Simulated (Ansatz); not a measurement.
**C3H5FGe: one species, many methods**

One table from this session's results is given with a row withheld; the runs are named, their logs left out.

Computed with Ansatz 0.2.0, Gaussian basis. Level: functionals in def2-TZVPP, the program's frozen cores in correlated methods.

Levels to be run: LDA (SPW92), PBE-D4, revPBE-D4, BLYP-D4, r2SCAN-D4, B97M-V, PBE0-D4, B3LYP-D4, r2SCANh-D4, r2SCAN0-D4, HSE06-D4, BHLYP-D4, CAM-B3LYP-D4, LC-ωPBE, ωB97X-V, ωB97M-V, B2PLYP, PBE-QIDH; CCSD(T)/def2-SVP; CCSD(T)/def2-TZVPP; MP2/def2-QZVPP; extrapolation to the limit; RPA on PBE.

## The geometry

The geometry comes from an earlier relaxation with PBE0-D4 in a triple-zeta def2 set; it is a stationary point, not always the lowest conformer.

SMILES `C#[C][GeH]([CH3])[F]`, 10 atoms, charge 0, spin multiplicity 1.

Atoms are counted from 1 here; the program's logs count them from 0.

Bond lengths: C1–C2 1.205 Å, C1–H6 1.066 Å, C2–Ge3 1.898 Å, Ge3–C4 1.931 Å, Ge3–F5 1.743 Å, Ge3–H7 1.533 Å, C4–H8 1.091 Å, C4–H9 1.090 Å, C4–H10 1.090 Å. Angles: C2–C1–H6 179.4°, C1–C2–Ge3 178.1°, C2–Ge3–C4 111.6°, C2–Ge3–F5 106.0°, C2–Ge3–H7 110.2°, C4–Ge3–F5 107.0°, C4–Ge3–H7 115.6°, F5–Ge3–H7 105.8°, Ge3–C4–H8 110.0°, Ge3–C4–H9 110.0°, Ge3–C4–H10 109.4°, H8–C4–H9 109.2°, H8–C4–H10 109.0°, H9–C4–H10 109.3°.

The first run:

The input, in.yaml:

```yaml
crystal:
  periodic: [false, false, false]
  atoms:
    - {symbol: C, position_ang: [-2.603621, 0.314043, -0.544707]}
    - {symbol: C, position_ang: [-1.400798, 0.265612, -0.599369]}
    - {symbol: Ge, position_ang: [0.491855, 0.136094, -0.655004]}
    - {symbol: C, position_ang: [1.211567, -0.472197, 1.030344]}
    - {symbol: F, position_ang: [1.076671, 1.758920, -0.901888]}
    - {symbol: H, position_ang: [-3.667514, 0.367682, -0.499867]}
    - {symbol: H, position_ang: [0.933218, -0.660167, -1.888885]}
    - {symbol: H, position_ang: [0.857942, -1.481671, 1.245462]}
    - {symbol: H, position_ang: [2.301015, -0.475484, 0.990471]}
    - {symbol: H, position_ang: [0.882764, 0.196068, 1.826343]}
basis:
  gaussian: {orbitals: def2-TZVPP}
hamiltonian: {xc: lda}
output: {orbitals: {seedname: orbitals}}
```

Launch:

```
> ansatz run in.yaml --threads 4 --pin off --events-out ev --progress --plain --max-ram 10444MiB
```

Among the steps run: LDA; PBE-D4 (GGA); revPBE-D4 (GGA); BLYP-D4 (GGA); r2SCAN-D4 (meta-GGA); B97M-V (meta-GGA); PBE0-D4 (hybrid); B3LYP-D4 (hybrid); r2SCANh-D4 (hybrid); r2SCAN0-D4 (hybrid); HSE06-D4 (hybrid); BHLYP-D4 (hybrid); CAM-B3LYP-D4 (range-separated); LC-ωPBE (range-separated); ωB97X-V (range-separated); ωB97M-V (range-separated); B2PLYP (double hybrid); PBE-QIDH (double hybrid).

One of the session's tables, all rows but one given; the rest of the session is left out.

| functional | HOMO (eV) | gap (eV) |
| --- | --- | --- |
| LDA (SPW92) | -7.29 | 5.63 |
| PBE-D4 | -7.12 | 5.73 |
| revPBE-D4 | -7.05 | 5.78 |
| BLYP-D4 | -6.96 | 5.70 |
| r2SCAN-D4 | -7.37 | 6.23 |
| B97M-V | ? | ? |
| PBE0-D4 | -8.35 | 7.90 |
| B3LYP-D4 | -8.11 | 7.42 |
| r2SCANh-D4 | -7.83 | 7.02 |
| r2SCAN0-D4 | -8.52 | 8.21 |
| HSE06-D4 | -7.95 | 7.11 |
| BHLYP-D4 | -9.43 | 9.97 |
| CAM-B3LYP-D4 | -9.71 | 10.33 |
| LC-ωPBE | -11.14 | 12.96 |
| ωB97X-V | -10.73 | 12.43 |
| ωB97M-V | -10.59 | 12.14 |

Estimate the missing values for B97M-V.

As computed: HOMO (eV): -7.37; gap (eV): 6.25.
